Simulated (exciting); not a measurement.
# Al2Pt (Fm-3m) in exciting: reference runs

Reference runs on Al2Pt: the cell as given.

Program: exciting (release sodium). These are calculated values, not measurements. Logs are shortened: lines on timing, memory, paths and dates and some standing lists are left out, and cuts for length are marked.

## Step 1: The structure

The structure is cubic, space group Fm-3m (No. 225). Conventional cell: a = 5.910 Å, b = 5.910 Å, c = 5.910 Å, α = 90.00°, β = 90.00°, γ = 90.00°. Around Pt (site symmetry m-3m) lie 8 Al at 2.56 Å. Al (site symmetry -43m) has 4 Pt at 2.56 Å as nearest neighbours.

## Step 2: Single point, PBE

Contents of input.xml:

```xml
<input>
  <title>Al2Pt</title>
  <structure speciespath="./" tshift="false">
    <crystal scale="1">
      <basevect>0.000000000000 5.584140698269 5.584140698269</basevect>
      <basevect>5.584140698269 0.000000000000 5.584140698269</basevect>
      <basevect>5.584140698269 5.584140698269 0.000000000000</basevect>
    </crystal>
    <species speciesfile="Pt.xml" rmt="2.3">
      <atom coord="0.000000000000 0.000000000000 0.000000000000"/>
    </species>
    <species speciesfile="Al.xml" rmt="2">
      <atom coord="0.750000000000 0.750000000000 0.750000000000"/>
      <atom coord="0.250000000000 0.250000000000 0.250000000000"/>
    </species>
  </structure>
  <groundstate do="fromscratch" ngridk="8 8 8" rgkmax="7.8" gmaxvr="14" lmaxapw="10" lmaxmat="10" lmaxvr="8" xctype="GGA_PBE" stype="Fermi Dirac" swidth="0.00183747" nempty="16" ValenceRelativity="iora*" epsengy="1e-05" epspot="1e-05" maxscl="60" tforce="true" outputlevel="normal"/>
</input>
```

Potentials or basis: all-electron LAPW+lo, shipped species files, valence relativity iora*.

Started as:

```sh
$ OMP_NUM_THREADS=1 exciting_smp
```

INFO.OUT:

```text
================================================================================
EXCITING SODIUM started
[... 10 lines left out ...]

 Lattice vectors (cartesian) :
      0.0000000000      5.5841406983      5.5841406983
      5.5841406983      0.0000000000      5.5841406983
      5.5841406983      5.5841406983      0.0000000000

 Reciprocal lattice vectors (cartesian) :
     -0.5625919588      0.5625919588      0.5625919588
      0.5625919588     -0.5625919588      0.5625919588
      0.5625919588      0.5625919588     -0.5625919588

 Unit cell volume                           :     348.2563567949
 Brillouin zone volume                      :       0.7122632756

 Species :    1 (Pt)
     parameters loaded from                 :    Pt.xml
     name                                   :    platinum
     nuclear charge                         :     -78.00000000
     electronic charge                      :      78.00000000
     atomic mass                            :  355605.43990000
     muffin-tin radius                      :       2.30000000
     # of radial points in muffin-tin       :     450

     atomic positions (lattice) :
       1 :   0.00000000  0.00000000  0.00000000

 Species :    2 (Al)
     parameters loaded from                 :    Al.xml
     name                                   :    aluminium
     nuclear charge                         :     -13.00000000
     electronic charge                      :      13.00000000
     atomic mass                            :   49184.33493000
     muffin-tin radius                      :       2.00000000
     # of radial points in muffin-tin       :     300

     atomic positions (lattice) :
       1 :   0.75000000  0.75000000  0.75000000
       2 :   0.25000000  0.25000000  0.25000000

 Total number of atoms per unit cell        :       3

 Spin treatment                             :    spin-unpolarised

 Number of Bravais lattice symmetries       :      48
 Number of crystal symmetries               :      48

 k-point grid                               :       8    8    8
 Total number of k-points                   :      29
 k-point set is reduced with crystal symmetries

 R^MT_min * |G+k|_max (rgkmax)              :       7.80000000
 Species with R^MT_min                      :       2 (Al)
 Maximum |G+k| for APW functions            :       3.90000000
 Maximum |G| for potential and density      :      14.00000000

 G-vector grid sizes                        :      36    36    36
 Total number of G-vectors                  :   16265

 Maximum angular momentum used for
     APW functions                          :      10
     computing H and O matrix elements      :      10
     potential and density                  :       8
     inner part of muffin-tin               :       2

 Total nuclear charge                       :    -104.00000000
 Total electronic charge                    :     104.00000000
 Total core charge                          :      56.00000000
 Total valence charge                       :      48.00000000

 Number of empty states                     :      16
 Total number of valence states             :      41

 Maximum Hamiltonian size                   :     400
 Maximum number of plane-waves              :     360
 Total number of local-orbitals             :      40

 Exchange-correlation type                  :      20
     Perdew-Burke-Ernzerhof, Phys. Rev. Lett. 77, 3865 (1996)
     Generalised gradient approximation (GGA)

[... 20 lines left out ...]
+ SCF iteration number :    1                                                  +
++++++++++++++++++++++++++++++++++++++++++++++++++++++++++++++++++++++++++++++++
 Total energy                               :    -18906.23236483
 _______________________________________________________________
 Fermi energy                               :         0.30832130
 Kinetic energy                             :     21615.63124929
 Coulomb energy                             :    -40127.64768096
 Exchange energy                            :      -388.40577255
 Correlation energy                         :        -5.81016060
[... 460 lines left out ...]
 RMS change in effective potential (target) :  0.258257E-08  ( 0.100000E-04)
 Absolute change in total energy   (target) :  0.263128E-05  ( 0.100000E-04)
 Charge distance                   (target) :  0.959414E-09  ( 0.100000E-04)
 Abs. change in max-nonIBS-force   (target) :   0.00000      ( 0.500000E-04)

++++++++++++++++++++++++++++++++++++++++++++++++++++++++++++++++++++++++++++++++
| Convergency criteria checked for the last 2 iterations                       +
| Convergence targets achieved. Performing final SCF iteration                 +
++++++++++++++++++++++++++++++++++++++++++++++++++++++++++++++++++++++++++++++++
 Total energy                               :    -18932.45795127
 _______________________________________________________________
 Fermi energy                               :         0.29374621
 Kinetic energy                             :     21596.50761277
 Coulomb energy                             :    -40134.32129178
 Exchange energy                            :      -388.82984891
 Correlation energy                         :        -5.81442335

 DOS at Fermi energy (states/Ha/cell)       :        40.47035175

 Electron charges :
     core                                   :        56.00000000
     core leakage                           :         0.00478479
     valence                                :        48.00000000
     interstitial                           :         6.28002651
     charge in muffin-tin spheres :
                  atom     1    Pt          :        75.94518052
                  atom     2    Al          :        10.88739649
                  atom     3    Al          :        10.88739649
     total charge in muffin-tins            :        97.71997349
     total charge                           :       104.00000000

++++++++++++++++++++++++++++++++++++++++++++++++++++++++++++++++++++++++++++++++
+ Self-consistent loop stopped                                                 +
++++++++++++++++++++++++++++++++++++++++++++++++++++++++++++++++++++++++++++++++
 STATE.OUT is written

--------------------------------------------------------------------------------
- Writing atomic positions and forces                                          -
--------------------------------------------------------------------------------

 Atomic positions (lattice) :
 atom     1  Pt  :     0.00000000    0.00000000    0.00000000
 atom     2  Al  :     0.75000000    0.75000000    0.75000000
 atom     3  Al  :     0.25000000    0.25000000    0.25000000

 Total atomic forces including IBS (cartesian) :
 atom     1  Pt  :     0.00000000    0.00000000   -0.00000000
 atom     2  Al  :    -0.00000000    0.00000000   -0.00000000
 atom     3  Al  :     0.00000000   -0.00000000    0.00000000

 Atomic force components including IBS (cartesian) :
 atom     1  Pt  :     0.00000000   -0.00000000   -0.00000000   HF force
                 :     0.00000000    0.00000000    0.00000000   core correction
                 :     0.00000000    0.00000000   -0.00000000   IBS correction
 atom     2  Al  :    -0.00000000    0.00000000    0.00000000   HF force
                 :     0.00000000   -0.00000000   -0.00000000   core correction
                 :    -0.00000000   -0.00000000    0.00000000   IBS correction
 atom     3  Al  :     0.00000000   -0.00000000   -0.00000000   HF force
                 :    -0.00000000   -0.00000000   -0.00000000   core correction
                 :     0.00000000    0.00000000   -0.00000000   IBS correction

********************************************************************************
[... 7 lines left out ...]
| EXCITING SODIUM stopped                                                      =
================================================================================
```

WARNINGS.OUT:

```text
Inversion symmetry is present. Consider using input%groundstate%solver%type = "inversionsymmetry"
```

It took 2.6 min on 1 thread of Arm Neoverse V1, shared host; peak memory 0.17 GiB.

Results:

```yaml
Free_energy: -515178.4384 eV
Band_gap_on_the_k_mesh: none (metal or under the smearing width)
All_electrons_inside_the_program's_atomic_spheres: Pt 75.95; Al 10.89 (radii Pt 2.3, Al 2.0 bohr)
```

Caveat: the log's total energy holds no entropy term; the free energy is that total less TS from the occupations. The run has no spin-orbit coupling, so splittings on Pt are missing.
